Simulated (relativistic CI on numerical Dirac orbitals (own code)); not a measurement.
# V⁴⁺: L2,3 absorption with charge transfer

Wanted: the shape of the L2,3 absorption spectrum of V⁴⁺ in a cubic metal-ligand cluster, for 5 values of Udd.

Method: charge-transfer multiplet model of a cubic metal-ligand cluster with up to 1 ligand holes, Slater and spin-orbit integrals from Dirac-Coulomb-Breit ions, Slater integrals scaled by 0.7. Code: relativistic CI on numerical Dirac orbitals (own code) version 3.

## (1) The atom as given

```
ion                  : V⁴⁺ (V V)
nuclear charge       : 23
electrons            : 19
d electrons          : 1
ligand holes at most : 1
parameters           : in eV; Veg, Vt2g hoppings, tenDq and tenDqL metal and ligand splittings (negative tenDq: tetrahedral), red the scaling of hopping with a core hole
temperature          : 20 K
widths               : Lorentz 0.4 eV, Gauss 0.3 eV
```

## (2) Udd = 6.1 eV

Settings, as recorded:

```ini
cluster ion=V4+ d1 ligand_holes=1 slater_scale=0.7
Delta=0.1 Udd=6.1 Upd=6.8 tenDq=1.05 tenDqL=1 Veg=2.05 Vt2g=-1.03 red=0.9
spectrum xas L2,3 T=20 lorentz=0.4 gauss=0.3
```

Started as:

```bash
python run_levels.py task.json out
```

One command runs all members of the session, one after another, from task.json.

## (3) Udd = 4 eV

Settings, as recorded:

```ini
cluster ion=V4+ d1 ligand_holes=1 slater_scale=0.7
Delta=0.1 Udd=4 Upd=6.8 tenDq=1.05 tenDqL=1 Veg=2.05 Vt2g=-1.03 red=0.9
spectrum xas L2,3 T=20 lorentz=0.4 gauss=0.3
```

## (4) Udd = 6.8 eV

Settings, as recorded:

```ini
cluster ion=V4+ d1 ligand_holes=1 slater_scale=0.7
Delta=0.1 Udd=6.8 Upd=6.8 tenDq=1.05 tenDqL=1 Veg=2.05 Vt2g=-1.03 red=0.9
spectrum xas L2,3 T=20 lorentz=0.4 gauss=0.3
```

## (5) Udd = 7.5 eV

Settings, as recorded:

```ini
cluster ion=V4+ d1 ligand_holes=1 slater_scale=0.7
Delta=0.1 Udd=7.5 Upd=6.8 tenDq=1.05 tenDqL=1 Veg=2.05 Vt2g=-1.03 red=0.9
spectrum xas L2,3 T=20 lorentz=0.4 gauss=0.3
```

## (6) Udd = 8.2 eV

Settings, as recorded:

```ini
cluster ion=V4+ d1 ligand_holes=1 slater_scale=0.7
Delta=0.1 Udd=8.2 Upd=6.8 tenDq=1.05 tenDqL=1 Veg=2.05 Vt2g=-1.03 red=0.9
spectrum xas L2,3 T=20 lorentz=0.4 gauss=0.3
```

(Steps that only read results are left out.)

Q: Predict the outcome of this session. Wanted: d count; ground spin.

As calculated:

| run | d count | weight without ligand hole | ground S | up to four highest peaks (% of the highest), eV from the first main peak |
| --- | --- | --- | --- | --- |
| Udd = 6.1 eV | 1.51 | 0.49 | 0.50 | 0.0 (100), 3.9 (33), 5.7 (63), 6.8 (83) |
| Udd = 4 eV | 1.51 | 0.49 | 0.50 | 0.0 (100), 4.0 (36), 5.9 (62), 6.9 (86) |
| Udd = 6.8 eV | 1.51 | 0.49 | 0.50 | 0.0 (100), 3.9 (32), 5.8 (64), 6.8 (85) |
| Udd = 7.5 eV | 1.51 | 0.49 | 0.50 | 0.0 (100), 5.0 (33), 5.8 (64), 6.9 (86) |
| Udd = 8.2 eV | 1.51 | 0.49 | 0.50 | -0.6 (70), 0.0 (100), 5.7 (62), 6.8 (85) |

| quantity | value |
| --- | --- |
| d count | 1.51 to 1.51 |
| ground spin (effective S from ⟨S²⟩) | 0.50 |

From Udd = 4 eV to Udd = 8.2 eV the ground-state d count stays at 1.51. In the first run the ligand-hole configurations outweigh d1 itself: the bond is strongly covalent. The space is cut at the given number of ligand holes while the last configuration still holds over a tenth of the ground state. The cluster parameters are drawn, not fitted to a compound.
